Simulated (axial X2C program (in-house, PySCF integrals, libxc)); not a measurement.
**SnSH: bond lengths and stretches, held linear**

One table from this session's results is given with a row withheld; the runs are named, their logs left out.

Computed with an in-house X2C program for linear molecules on PySCF integrals. Level: all-electron X2C, two-component (2c) or spin-free, Sn dyall-v3z, S dyall-av3z, H dyall-v3z.

All values are calculated.

2 further runs of the same task are left out: 2 set aside as unsound or not needed.

The first run:

Input file task.json:

```json
{"zs": [50, 16, 1], "q": 0, "bas": ["dyall-v3z", "dyall-av3z", "dyall-v3z"], "r0": [2.43, 1.34], "symm": 0, "scan": ["PBE0", "HF", "TPSSh"], "levels": ["PBE0", "HF", "LDA"], "nst": 2}
```

Keys: zs atomic numbers; q charge; bas basis sets; r0 starting distance in Å; symm equal bonds; scan levels of the two-bond scan (MP2 follows by itself at each HF point); levels methods; nst determinants followed.

Command:

```console
$ python solin.py task.json out
```

Masses Sn 119.902, S 31.972, H 1.008 u.

Steps of the session up to this table: Scan at PBE0, 2c; Scan at HF, 2c; Scan at TPSSh, 2c.

One of the session's tables, all rows but one given; the rest of the session is left out.

```
           level  r(Sn–S) (Å)  r(S–H) (Å)  lower stretch (cm⁻¹)  upper stretch (cm⁻¹)
        PBE0, 2c        2.402       1.341                 336.9                2709.9
          HF, 2c        2.445       1.324                 318.5                2861.1
       TPSSh, 2c            ?           ?                     ?                     ?
         MP2, 2c        2.408       1.336                 343.0                2754.9
 PBE0, spin-free        2.398       1.340                 339.6                2722.0
   HF, spin-free        2.438       1.324                 323.6                2868.7
TPSSh, spin-free        2.406       1.342                 333.2                2689.2
  MP2, spin-free        2.403       1.335                 346.1                2762.9
```

Estimate the missing values for TPSSh, 2c.

As computed: r(Sn–S) (Å): 2.410; r(S–H) (Å): 1.343; lower stretch (cm⁻¹): 331.2; upper stretch (cm⁻¹): 2677.2. In the column «r(Sn–S) (Å)» it lies between MP2, 2c (2.408) and HF, spin-free (2.438).

Scans not shown above were run alike.

MP2 freezes inner shells (threshold -2 hartree). The molecule was held linear; bending was not examined, so a bent shape may lie lower. Note: functional without a current term on a determinant with orbital currents, of the molecule or an atom.
